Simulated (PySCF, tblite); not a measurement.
# C3H11NSSi2: geometry, infrared bands and NMR shifts

Wanted: the infrared bands and NMR shifts of C3H11NSSi2 (`CS[Si@@H]1NCC[SiH2]1`), by calculation.

The runs use tblite 0.8.0 and PySCF 2.14.0, with density-fitted response routines of our own; the level of theory stands in each step. All values are computed, except where a source is named. Atoms count from 0, in the outputs and in this text.

### 1 The starting structure

18 atoms, charge 0, multiplicity 1; geometry from: force field or distance geometry start.

Bonds of the start (Å): C0–S1 1.83, S1–Si2 2.09, Si2–N3 1.81, N3–C4 1.44, C4–C5 1.52, C5–Si6 1.89, Si6–Si2 2.26, C0–H7 1.10, C0–H8 1.12, C0–H9 1.10, Si2–H10 1.46, N3–H11 1.03, C4–H12 1.12, C4–H13 1.09, C5–H14 1.10, C5–H15 1.11, Si6–H16 1.44, Si6–H17 1.46.

### 2 Optimising the geometry with GFN2-xTB

The job: settings as JSON, then the geometry in Å.

```
{"job": {"kind": "relax", "xc": "GFN2-xTB", "basis": "xTB"}, "charge": 0, "multiplicity": 1}
C      3.319400     0.380200    -0.006200
S      1.936000     1.249800     0.824200
Si     0.216900     0.933000    -0.327900
N     -1.331900     1.004000     0.604200
C     -2.224400     0.308400    -0.288800
C     -1.897700    -1.175500    -0.257300
Si    -0.089700    -1.248400    -0.812300
H      4.149000     0.181600     0.690500
H      2.903100    -0.597700    -0.359200
H      3.628200     0.916500    -0.918500
H      0.082800     1.775000    -1.512000
H     -1.622200     1.963600     0.828500
H     -2.038000     0.748800    -1.297600
H     -3.276000     0.497700    -0.059000
H     -2.012400    -1.601900     0.750000
H     -2.514100    -1.703900    -1.009400
H      0.062200    -1.537200    -2.213000
H      0.700100    -2.087700     0.087400
```

Run with:

```sh
> OMP_NUM_THREADS=1 python probes_run.py task.json out
```

The driver reads the jobs from task.json and runs them one after another.

**Question.** This job is followed by: GFN2-xTB harmonic vibrations, gas phase; GIAO PBE0/pcSseg-1 NMR shielding, non-relativistic, gas phase. Predict these results of the whole session: strongest single infrared mode (GFN2-xTB); zero-point energy (GFN2-xTB); ¹³C shifts against TMS (PBE0/pcSseg-1); ¹H shifts against TMS (PBE0/pcSseg-1, means over atoms taken as alike); ³³S shifts against CS2 (PBE0/pcSseg-1); ²⁹Si shifts against TMS (PBE0/pcSseg-1); ¹⁵N shifts against NH3 (PBE0/pcSseg-1).

**Answer**, as computed:

```
                                                              quantity                                                     value
                             strongest single infrared mode (GFN2-xTB)                                     2195 cm⁻¹, 391 km/mol
                                          zero-point energy (GFN2-xTB)                                             84.4 kcal/mol
                                ¹³C shifts against TMS (PBE0/pcSseg-1)                                      45.8, 11.8, 11.1 ppm
¹H shifts against TMS (PBE0/pcSseg-1, means over atoms taken as alike)  5.62, 3.76, 3.70, 3.61, 3.02, 1.89, 1.22, 1.20, 1.15 ppm
                                ³³S shifts against CS2 (PBE0/pcSseg-1)                                                  -204 ppm
                               ²⁹Si shifts against TMS (PBE0/pcSseg-1)                                           -7.9, -76.1 ppm
                                ¹⁵N shifts against NH3 (PBE0/pcSseg-1)                                                  42.4 ppm
```

Relaxing lowered the energy by 0.813 eV in 104 steps; the close pair that moved most is Si2–N3, from 1.809 to 1.712 Å. No mode is imaginary among the 48: a minimum at this level. The strongest single mode, at 2195 cm⁻¹, moves mainly H16. GFN2-xTB is a fitted tight-binding method: band positions and strengths are rough. Its intensities can rank the bands wrongly. At PBE0/pcSseg-1: Shielding is most anisotropic at S1 (span 273 ppm, paramagnetic term -352 ppm).
